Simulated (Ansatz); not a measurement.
**FH₃SiTe: how energies converge with the basis set**

The task here is to estimate one member of a computed series from the others.

Method: one geometry, several basis sets; program: Ansatz 0.2.0, Gaussian basis.

Levels to be run: PBE0-D4/def2-SVP; ωB97M-V/def2-SVP; PBE0-D4/def2-QZVPP; ωB97M-V/def2-QZVPP; the functionals' def2-TZVPP values are taken from earlier runs.

2 further runs of the same task are left out: 2 for a known fault of the program.

### The relaxed structure

All runs share one geometry, relaxed beforehand with PBE0-D4 in a triple-zeta def2 set. Te takes the def2 core potential; no spin-orbit term is included.

SMILES `F[SiH2][TeH]`, 6 atoms, charge 0, spin multiplicity 1.

Atoms are counted from 1 here; the program's logs count them from 0.

Bond lengths: F1–Si2 1.599 Å, Si2–Te3 2.474 Å, Si2–H4 1.480 Å, Si2–H5 1.479 Å, Te3–H6 1.657 Å. Angles: F1–Si2–Te3 112.5°, F1–Si2–H4 108.0°, F1–Si2–H5 107.0°, Te3–Si2–H4 106.5°, Te3–Si2–H5 110.5°, H4–Si2–H5 112.4°, Si2–Te3–H6 91.2°.

The first run:

Input file in.yaml:

```yaml
crystal:
  periodic: [false, false, false]
  atoms:
    - {symbol: F, position_ang: [-1.837746, -0.009259, 0.166710]}
    - {symbol: Si, position_ang: [-0.385219, -0.124367, -0.492705]}
    - {symbol: Te, position_ang: [1.358323, -0.726752, 1.156560]}
    - {symbol: H, position_ang: [-0.419604, -1.220938, -1.486690]}
    - {symbol: H, position_ang: [-0.085507, 1.186098, -1.109760]}
    - {symbol: H, position_ang: [1.411754, 0.831118, 1.719785]}
basis:
  gaussian: {orbitals: def2-SVP}
hamiltonian: {xc: pbe0, dispersion: d4}
output: {orbitals: {seedname: orbitals}}
```

Started as:

```
$ ansatz run in.yaml --threads 2 --pin off --events-out ev --progress --plain --max-ram 4352MiB
```

Among the steps run: PBE0-D4 in def2-SVP; ωB97M-V in def2-SVP; PBE0-D4 in def2-QZVPP; ωB97M-V in def2-QZVPP.

One of the session's tables, all rows but one given; the rest of the session is left out.

It belongs to the step «Functionals by basis». 

```
functional       basis  HOMO (eV)
   PBE0-D4    def2-SVP      -6.81
   PBE0-D4  def2-TZVPP      -6.90
   PBE0-D4  def2-QZVPP          ?
   ωB97M-V    def2-SVP      -8.86
   ωB97M-V  def2-TZVPP      -8.97
   ωB97M-V  def2-QZVPP      -9.00
```

Estimate the missing values for PBE0-D4, def2-QZVPP.

**Answer.** HOMO (eV): -6.92. In the column «HOMO (eV)» it lies between ωB97M-V, def2-SVP (-8.86) and PBE0-D4, def2-TZVPP (-6.90).
